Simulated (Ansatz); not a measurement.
**BClH₃OSi radical: one species, many methods**

How much do the methods differ for BClH₃OSi radical? The plan is to run it at one geometry with functionals of several rungs and with coupled cluster, and see how far each lands from CCSD(T) at the basis-set limit for the atomisation energy.

The runs use Ansatz 0.2.0, Gaussian basis; functionals in def2-TZVPP, the program's frozen cores in correlated methods.

Levels to be run: LDA (SPW92), PBE-D4, revPBE-D4, BLYP-D4, r2SCAN-D4, B97M-V, PBE0-D4, B3LYP-D4, r2SCANh-D4, r2SCAN0-D4, HSE06-D4, BHLYP-D4, CAM-B3LYP-D4, LC-ωPBE, ωB97X-V, ωB97M-V, B2PLYP, PBE-QIDH; CCSD(T)/def2-SVP; CCSD(T)/def2-TZVPP; MP2/def2-QZVPP; extrapolation to the limit; RPA on PBE.

## (1) Structure used throughout

All runs share one geometry, relaxed beforehand with PBE0-D4 in a triple-zeta def2 set.

SMILES `[SiH3]O[B]Cl`, 7 atoms, charge 0, spin multiplicity 2.

Atoms are counted from 1 here; the program's logs count them from 0.

Bond lengths: Si1–O2 1.667 Å, Si1–H5 1.480 Å, Si1–H6 1.482 Å, Si1–H7 1.480 Å, O2–B3 1.324 Å, B3–Cl4 1.747 Å. Angles: O2–Si1–H5 107.1°, O2–Si1–H6 109.9°, O2–Si1–H7 107.2°, H5–Si1–H6 110.9°, H5–Si1–H7 110.6°, H6–Si1–H7 110.9°, Si1–O2–B3 133.9°, O2–B3–Cl4 123.5°.

## (2) LDA

This LDA is Slater exchange with PW92 correlation.

The input, in.yaml:

```yaml
crystal:
  periodic: [false, false, false]
  atoms:
    - {symbol: Si, position_ang: [-0.572995, 0.775429, 0.374831]}
    - {symbol: O, position_ang: [0.044938, -0.648354, -0.233560]}
    - {symbol: B, position_ang: [1.256172, -1.042080, -0.596648]}
    - {symbol: Cl, position_ang: [1.605010, -2.636831, -1.219115]}
    - {symbol: H, position_ang: [-1.201285, 0.456845, 1.676092]}
    - {symbol: H, position_ang: [0.515614, 1.766642, 0.541205]}
    - {symbol: H, position_ang: [-1.586255, 1.260450, -0.588404]}
basis:
  gaussian: {orbitals: def2-TZVPP}
magnetization: {spin_polarized: true, initial_magnetization: 1}
hamiltonian: {xc: lda}
output: {orbitals: {seedname: orbitals}}
```

The runs that follow: PBE-D4 (GGA); revPBE-D4 (GGA); BLYP-D4 (GGA); r2SCAN-D4 (meta-GGA); B97M-V (meta-GGA); PBE0-D4 (hybrid); B3LYP-D4 (hybrid); r2SCANh-D4 (hybrid); r2SCAN0-D4 (hybrid); HSE06-D4 (hybrid); BHLYP-D4 (hybrid); CAM-B3LYP-D4 (range-separated); LC-ωPBE-D4 (range-separated); ωB97X-V (range-separated); ωB97M-V (range-separated); B2PLYP (double hybrid); PBE-QIDH (double hybrid); CCSD(T) in def2-SVP; CCSD(T) in def2-TZVPP; MP2 in def2-QZVPP; RPA on PBE orbitals.

Before running them: what should the planned runs give, taken together? Wanted: atomisation energy, CCSD(T)/CBS; farthest beyond LDA; mean size of error, GGA; mean size of error, meta-GGA; mean size of error, hybrid; mean size of error, range-separated; mean size of error, double hybrid; gap, smallest and largest; T1 diagnostic.

**Answer**, as computed:

```
                               quantity                                                                         value
        atomisation energy, CCSD(T)/CBS                                                                571.5 kcal/mol
functionals within 2.9 kcal/mol (0.5 %)  BLYP-D4, PBE0-D4, B3LYP-D4, r2SCAN0-D4, HSE06-D4, LC-ωPBE, ωB97M-V, PBE-QIDH
                    farthest beyond LDA                                                     BHLYP-D4 (-12.7 kcal/mol)
                mean size of error, GGA                                                                  5.0 kcal/mol
           mean size of error, meta-GGA                                                                  8.1 kcal/mol
             mean size of error, hybrid                                                                  3.3 kcal/mol
    mean size of error, range-separated                                                                  3.1 kcal/mol
      mean size of error, double hybrid                                                                  2.8 kcal/mol
              gap, smallest and largest                                      1.55 eV (LDA (SPW92)), 9.45 eV (LC-ωPBE)
                          T1 diagnostic                                                                        0.0146
triples share of the correlation energy                                                                         3.8 %
```

In words: LDA overbinds by 80.2 kcal/mol (14 %). PBE-D4 misses by +8.6 kcal/mol. Double hybrids carry the basis error of their MP2 part in triple zeta, and no dispersion term here, so their miss is partly the set-up's. By mean error the best rung here is double hybrid (2.8 kcal/mol) and the worst beyond LDA is meta-GGA (8.1 kcal/mol). The gap between the best rungs is small, so their order is not settled. Misses under about 2.9 kcal/mol are within the doubt on the reference itself, which lacks core-valence correlation, relativity and higher excitations. Hartree-Fock recovers 76 % of the binding; the rest is correlation. CCSD(T) in def2-SVP is off by -35.2 kcal/mol, so the small basis spoils what the method gains. Orbital gaps span 1.5 to 9.4 eV; exact exchange widens them.
